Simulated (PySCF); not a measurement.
# F2O2Tm2 (Tm2(O)2(F)2): the cost of one run

Computed with PySCF 2.14.0. Level: BP86, Tm lcecp-1-SVP with ECP58, O def2-SVP, F def2-SVP; scalar-relativistic core potentials, no spin–orbit coupling.

5 further runs of the same task are left out: 2 for a known fault of the program, 3 that didn't finish.

**1. The system as given**

6 atoms, charge 0, spin multiplicity 1.

Bond lengths: Tm1–Tm2 3.150 Å, Tm1–O3 2.073 Å, Tm1–O4 2.073 Å, Tm1–F5 2.055 Å, Tm2–O3 2.073 Å, Tm2–O4 2.073 Å, Tm2–F6 2.055 Å. Angles: Tm2–Tm1–O3 40.5°, Tm2–Tm1–O4 40.5°, Tm2–Tm1–F5 180.0°, O3–Tm1–O4 81.1°, O3–Tm1–F5 139.5°, O4–Tm1–F5 139.5°, Tm1–Tm2–O3 40.5°, Tm1–Tm2–O4 40.5°, Tm1–Tm2–F6 180.0°, O3–Tm2–O4 81.1°, O3–Tm2–F6 139.5°, O4–Tm2–F6 139.5°, Tm1–O3–Tm2 98.9°, Tm1–O4–Tm2 98.9°.

Geometry (Å):

```
atom    x (Å)   y (Å)    z (Å)
 Tm1   0.0000  0.0000   1.5752
 Tm2   0.0000  0.0000  -1.5752
  O3   1.3470  0.0000   0.0000
  O4  -1.3470  0.0000   0.0000
  F5   0.0000  0.0000   3.6306
  F6   0.0000  0.0000  -3.6306
```

Formal oxidation states: Tm +3. Each metal's 12 4f electrons lie in its core potential, so multiplicities, spins and levels count the valence alone.

**2. SCF at the start, singlet**

The input, run.py (the lines that set the calculation):

```python
mol = gto.M(atom='''
Tm     0.00000     0.00000     1.57520
Tm     0.00000     0.00000    -1.57520
O      1.34700     0.00000     0.00000
O     -1.34700     0.00000     0.00000
F      0.00000     0.00000     3.63060
F      0.00000     0.00000    -3.63060''',
    basis={'Tm': 'lcecp-1-SVP', 'O': 'def2-SVP', 'F': 'def2-SVP'},
    ecp={'Tm': 'lcecp-1-SVP'},
    charge=0, spin=0)
mf = dft.RKS(mol, xc='B88,P86')
mf.grids.atom_grid = (50, 194)  # f atoms: unpruned, at least (60, 302)
mf = mf.density_fit()  # fitting sets: Tm AutoAux, O def2-universal-JKFIT, F def2-universal-JKFIT
mf.conv_tol = 1e-08; mf.max_cycle = 55
mf.kernel(dm0)  # dm0: free metal ions and neutral atoms
```

Started as:

```bash
> OMP_NUM_THREADS=2 python run.py
```

Q: Estimate wall time and peak memory on 2 threads of Arm Neoverse V1, shared host.

About 11 s, with a peak of 0.65 GiB.
